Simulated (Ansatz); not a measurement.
# H3IOSi: up Jacob's ladder to CCSD(T)

One table from this session's results is given with a row withheld; the runs are named, their logs left out.

Computed with Ansatz 0.2.0, Gaussian basis. Level: functionals in def2-TZVPP, the program's frozen cores in correlated methods.

Plan: LDA (SPW92), PBE-D4, revPBE-D4, BLYP-D4, r2SCAN-D4, B97M-V, PBE0-D4, B3LYP-D4, r2SCANh-D4, r2SCAN0-D4, HSE06-D4, BHLYP-D4, CAM-B3LYP-D4, LC-ωPBE, ωB97X-V, ωB97M-V, B2PLYP, PBE-QIDH; CCSD(T)/def2-SVP; CCSD(T)/def2-TZVPP; MP2/def2-QZVPP; extrapolation to the limit; RPA on PBE.

1 further run of the same task is left out (for a known fault of the program).

### The relaxed structure

The geometry comes from an earlier relaxation with PBE0-D4 in a triple-zeta def2 set; it is a stationary point. I takes the def2 core potential; no spin-orbit term is included.

6 atoms, charge 0, spin multiplicity 1.

Atoms are counted from 1 here; the program's logs count them from 0.

Bond lengths: O1–Si2 1.635 Å, O1–H4 0.959 Å, Si2–I3 2.446 Å, Si2–H5 1.482 Å, Si2–H6 1.475 Å. Angles: Si2–O1–H4 118.3°, O1–Si2–I3 111.4°, O1–Si2–H5 112.4°, O1–Si2–H6 106.3°, I3–Si2–H5 105.7°, I3–Si2–H6 108.7°, H5–Si2–H6 112.2°.

The first run:

The input, in.yaml:

```yaml
crystal:
  periodic: [false, false, false]
  atoms:
    - {symbol: O, position_ang: [-1.286067, -0.390582, 0.099844]}
    - {symbol: Si, position_ang: [0.227199, 0.209466, 0.251085]}
    - {symbol: I, position_ang: [1.840275, -1.096969, -1.043077]}
    - {symbol: H, position_ang: [-1.650487, -0.489881, -0.781466]}
    - {symbol: H, position_ang: [0.337452, 1.598179, -0.253614]}
    - {symbol: H, position_ang: [0.573727, 0.105787, 1.681228]}
basis:
  gaussian: {orbitals: def2-TZVPP}
hamiltonian: {xc: lda}
output: {orbitals: {seedname: orbitals}}
```

Started as:

```sh
> ansatz run in.yaml --threads 2 --pin off --events-out ev --progress --plain --max-ram 4352MiB
```

Among the steps run: LDA; PBE-D4 (GGA); revPBE-D4 (GGA); BLYP-D4 (GGA); r2SCAN-D4 (meta-GGA); B97M-V (meta-GGA); B3LYP-D4 (hybrid); r2SCANh-D4 (hybrid); r2SCAN0-D4 (hybrid); HSE06-D4 (hybrid); BHLYP-D4 (hybrid); CAM-B3LYP-D4 (range-separated); LC-ωPBE (range-separated); ωB97X-V (range-separated); ωB97M-V (range-separated); B2PLYP (double hybrid); PBE-QIDH (double hybrid).

One of the session's tables, all rows but one given; the rest of the session is left out.

It belongs to the step «Orbital energies across the functionals». 

| functional | HOMO (eV) | gap (eV) |
| --- | --- | --- |
| LDA (SPW92) | -6.68 | 5.31 |
| PBE-D4 | ? | ? |
| revPBE-D4 | -6.50 | 5.44 |
| BLYP-D4 | -6.37 | 5.33 |
| r2SCAN-D4 | -6.85 | 6.05 |
| B97M-V | -6.86 | 5.97 |
| PBE0-D4 | -7.69 | 7.40 |
| B3LYP-D4 | -7.44 | 6.92 |
| r2SCANh-D4 | -7.26 | 6.76 |
| r2SCAN0-D4 | -7.89 | 7.81 |
| HSE06-D4 | -7.30 | 6.63 |
| BHLYP-D4 | -8.66 | 9.26 |
| CAM-B3LYP-D4 | -8.94 | 9.64 |
| LC-ωPBE | -10.29 | 12.15 |
| ωB97X-V | -9.95 | 11.70 |
| ωB97M-V | -9.82 | 11.32 |

Estimate the missing values for PBE-D4.

**Answer.** HOMO (eV): -6.54; gap (eV): 5.40. In the column «HOMO (eV)» it lies between LDA (SPW92) (-6.68) and revPBE-D4 (-6.50).
